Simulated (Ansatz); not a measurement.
Sr₃BiP, space group Pm-3m, a single point from an input typed as a dict

Program: Ansatz 0.2.0 through its Python package.

The cells in order, each with its output:

In [1]:
```python
import json

import ansatz as az
import numpy as np

settings = {
    "crystal": {
        "lattice": [[5.776749, 0.0, 0.0], [0.0, 5.776749, 0.0], [0.0, 0.0, 5.776749]],
        "atoms": [
            {"symbol": "Sr", "position": [0.0, 0.5, 0.5]},
            {"symbol": "Sr", "position": [0.5, 0.0, 0.5]},
            {"symbol": "Sr", "position": [0.5, 0.5, 0.0]},
            {"symbol": "Bi", "position": [0.0, 0.0, 0.0]},
            {"symbol": "P", "position": [0.5, 0.5, 0.5]},
        ],
    },
    "kpoints": {"mp_grid": {"grid": [4, 4, 4]}},
    "hamiltonian": {"xc": "pbesol"},
    "scf": {"occupations": {"method": "cold", "width": 0.05}, "lower_state_search": "off"},
    "basis": {"ecutwfc": "18 Ha"},
    "output": {"stress": True, "eigenvalues": True},
}
```

In [2]:
```python
planned = az.Session.from_dict(settings).plan(threads=1, pin="off")
res = planned.execute()
r = res.report
```

In [3]:
```python
sorted(key for key in r if key.endswith("_ev"))
```
Out [3]:
```text
['eigenvalues_ev', 'energy_sigma0_ev', 'entropy_ts_ev', 'fermi_energy_ev', 'free_energy_ev',
 'gap_by_band_count_ev', 'harris_foulkes_ev', 'internal_energy_ev', 'lagrangian_above_aufbau_ev',
 'lagrangian_ev', 'lagrangian_sigma0_ev', 'loop_fermi_energy_ev', 'occupations_fermi_energy_ev',
 'residual_norms_ev']
```

In [4]:
```python
{key: value for key, value in r.items() if isinstance(value, (int, float)) and "ev" in key}
```
Out [4]:
```text
{'n_hpsi_unsolved_levels': 310,
 'gap_by_band_count_ev': 5.939249092534737e-11,
 'fermi_energy_ev': 6.317333381469244,
 'harris_foulkes_ev': -23463.299772473874,
 'free_energy_ev': -23463.299772475235,
 'internal_energy_ev': -23463.299199217017,
 'lagrangian_ev': -23463.299772475235,
 'energy_sigma0_ev': -23463.29958138916,
 'lagrangian_sigma0_ev': -23463.29958138916,
 'lagrangian_above_aufbau_ev': -0.0005733045455039757,
 'entropy_ts_ev': 0.0005732582175973141,
 'loop_fermi_energy_ev': 6.317333381469244,
 'occupations_fermi_energy_ev': 6.317333381469244}
```

In [5]:
```python
print(f"free energy      {r['free_energy_ev']:.5f} eV")
print(f"per atom         {r['free_energy_ev'] / len(res.lattice.sites):.5f} eV")
print(f"SCF iterations   {r['n_iterations']}  (converged: {r['converged']})")

sigma = r["stress_gpa"]
voigt = [sigma[0][0], sigma[1][1], sigma[2][2], sigma[1][2], sigma[0][2], sigma[0][1]]
print("stress xx yy zz yz xz xy (GPa, compression positive):", " ".join(f"{s:.3f}" for s in voigt))
print("P =", round(10 * float(np.mean(voigt[:3])), 2), "kbar")
```
```text
free energy      -23463.29977 eV
per atom         -4692.65995 eV
SCF iterations   7  (converged: True)
stress xx yy zz yz xz xy (GPa, compression positive): -1.329 -1.329 -1.329 -0.000 0.000 0.000
P = -13.29 kbar
```

In [6]:
```python
gap = None if "band_edges_ev" not in r else r["band_edges_ev"][1] - r["band_edges_ev"][0]
print("gap on the k mesh:", "withheld (metal, or smearing too wide to tell)" if gap is None else f"{gap:.3f} eV")
print("lowest empty less highest filled band, by band count:", round(r["gap_by_band_count_ev"], 3), "eV")
```
```text
gap on the k mesh: withheld (metal, or smearing too wide to tell)
lowest empty less highest filled band, by band count: 0.0 eV
```

In [7]:
```python
print("energy terms (eV)")
for term, value in r["components"].items():
    if abs(value) > 1e-9:
        print(f"  {term:26s} {value:16.5f}")
```
```text
energy terms (eV)
  e_band                           -485.96942
  e_kinetic                        1105.83180
  e_local                         -3976.60345
  e_nonlocal                       1205.07936
  e_hartree                        1143.46211
  e_xc                             -723.69649
  e_vxc                            -686.13066
  e_paw                          -18998.14559
  e_vpaw                           -421.06969
  e_augmentation_tail                -0.00032
  e_ewald                         -3219.76552
  e_core_change                       0.53889
  e_smearing                         -0.00057
```

In [8]:
```python
keep = ["free_energy_ev", "energy_sigma0_ev", "fermi_energy_ev", "n_iterations", "converged", "magnetization_mub", "n_kpoints"]
with open("sr3bip.json", "w") as handle:
    json.dump({key: r[key] for key in keep}, handle, indent=1)
```

File `sr3bip.json` afterwards:
```json
{
 "free_energy_ev": -23463.299772475235,
 "energy_sigma0_ev": -23463.29958138916,
 "fermi_energy_ev": 6.317333381469244,
 "n_iterations": 7,
 "converged": true,
 "magnetization_mub": 0.0,
 "n_kpoints": 10
}
```

The settings weren't tested for convergence. Cold and Methfessel-Paxton smearing aren't meant for a gap as narrow as their width. The energy terms are those on the plane-wave grid, with the one-centre PAW part apart; e_band, e_vxc and e_vpaw aren't summands of the total. Only differences from the Fermi energy are physical; the zero of the scale is a convention. The structure comes from a database of computed cells and needn't be a stable or known phase. Levels are Kohn-Sham eigenvalues on this mesh, without spin-orbit coupling. It ran for 4 s on 1 thread of Intel(R) Xeon(R) Platinum 8375C CPU @ 2.90GHz (Ice Lake), on a shared host, peak memory 0.53 GiB.

(Lines on the test bed's own set-up are left out of the output.)
